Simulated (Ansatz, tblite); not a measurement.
**The cluster Ag₇Se+: rung by rung**

How do method and basis change the picture of the cluster Ag₇Se+ (singlet)?

Method: as each input shows; program: Ansatz 0.2.0, Gaussian basis.

Plan: GFN1-xTB, GFN2-xTB, PBE-D4/def2-TZVP, r2SCAN-D4/def2-TZVP, LDA/def2-TZVP, LC-ωPBE/def2-TZVP, PBE-D4/def2-SVP, PBE0-D4/def2-SVP, MP2/def2-TZVP, RPA/def2-TZVP.

9 further runs of the same task are left out: 6 that didn't finish, 3 set aside as unsound or not needed. Runs told in other sessions of the task aren't counted.

## (1) The geometry

The singlet was relaxed beforehand with PBE0-D4/def2-SVP. At that level it is the lowest of the isomers that a small search found.

8 atoms, charge 1, spin multiplicity 1.

Bond lengths: Ag1–Ag2 2.849 Å, Ag1–Ag4 2.668 Å, Ag1–Ag5 2.864 Å, Ag1–Ag6 2.864 Å, Ag1–Ag7 2.849 Å, Ag2–Ag4 2.930 Å, Ag2–Ag6 2.720 Å, Ag2–Se8 2.529 Å, Ag3–Se8 2.467 Å, Ag4–Ag5 2.837 Å, Ag4–Ag6 2.837 Å, Ag4–Ag7 2.930 Å, Ag5–Ag7 2.721 Å, Ag7–Se8 2.529 Å. Angles: Ag2–Ag1–Ag4 64.1°, Ag2–Ag1–Ag5 113.3°, Ag2–Ag1–Ag6 56.9°, Ag2–Ag1–Ag7 66.5°, Ag4–Ag1–Ag5 61.6°, Ag4–Ag1–Ag6 61.6°, Ag4–Ag1–Ag7 64.1°, Ag5–Ag1–Ag6 118.5°, Ag5–Ag1–Ag7 56.9°, Ag6–Ag1–Ag7 113.3°, Ag1–Ag2–Ag4 55.0°, Ag1–Ag2–Ag6 61.8°, Ag1–Ag2–Se8 100.4°, Ag4–Ag2–Ag6 60.1°, Ag4–Ag2–Se8 104.8°, Ag6–Ag2–Se8 160.9°, Ag1–Ag4–Ag2 61.0°, Ag1–Ag4–Ag5 62.6° and more.

Ag takes a core potential in the def2 sets. No spin-orbit coupling is included. The ion is computed in the gas phase, without counter-ions or solvent.

PBE0-D4/def2-TZVP was run before; its log isn't repeated, and its numbers join the tables.

## (2) GFN1-xTB

Tight binding, by tblite at 300 K electronic temperature and without a spin-polarisation term:

```python
tblite.interface.Calculator('GFN1-xTB', numbers, positions, charge=1, uhf=0).singlepoint()
```

Energy -812.6035 eV, HOMO -13.88 eV, LUMO -12.98 eV; 0.017 s.

## (3) GFN2-xTB

Tight binding, by tblite at 300 K electronic temperature and without a spin-polarisation term:

```python
tblite.interface.Calculator('GFN2-xTB', numbers, positions, charge=1, uhf=0).singlepoint()
```

Energy -823.6240 eV, HOMO -13.71 eV, LUMO -12.68 eV; 0.021 s.

## (4) PBE-D4/def2-TZVP

start.molden holds the orbitals of an earlier run on this state, given as this run's starting guess.

in.yaml

```yaml
crystal:
  periodic: [false, false, false]
  atoms:
    - {symbol: Ag, position_ang: [-0.644355, -0.884170, 1.158116]}
    - {symbol: Ag, position_ang: [-0.294532, -0.537386, -1.648023]}
    - {symbol: Ag, position_ang: [2.382447, -1.776586, -0.330517]}
    - {symbol: Ag, position_ang: [-1.649323, 1.360713, 0.125255]}
    - {symbol: Ag, position_ang: [-0.359539, 1.546858, 2.645112]}
    - {symbol: Ag, position_ang: [-2.792661, -1.092246, -0.724774]}
    - {symbol: Ag, position_ang: [1.249400, 1.136375, 0.490096]}
    - {symbol: Se, position_ang: [2.108562, 0.246441, -1.715267]}
basis:
  gaussian: {orbitals: def2-TZVP, initial_orbitals: start.molden}
total_charge: 1
hamiltonian: {xc: pbe, dispersion: d4}
scf: {omitted_lower_state_checks: [starts]}
output: {forces: true, orbitals: {seedname: orbitals}}
```

Launch:

```
ansatz run in.yaml --threads 4 --pin off --events-out ev --progress --plain --max-ram 4787MiB
```

Further steps of the session: r2SCAN-D4/def2-TZVP; LDA/def2-TZVP; LC-ωPBE/def2-TZVP; PBE-D4/def2-SVP; PBE0-D4/def2-SVP; MP2/def2-TZVP; RPA/def2-TZVP.

Q: Predict the results of all the runs planned. Wanted: gap in def2-TZVP, named functionals, smallest and largest; correlation energy, MP2/def2-TZVP; PBE0 total energy, smallest basis above largest.

As calculated:

```
                                                 quantity                                value
gap in def2-TZVP, named functionals, smallest and largest  1.33 eV (PBE-D4), 6.28 eV (LC-ωPBE)
                        correlation energy, MP2/def2-TZVP                           -101.33 eV
          PBE0 total energy, smallest basis above largest       15.06 eV (def2-SVP, def2-TZVP)
```

Orbital gaps of the named functionals in def2-TZVP span 1.33 eV (PBE-D4) to 6.28 eV (LC-ωPBE); exact exchange widens it.
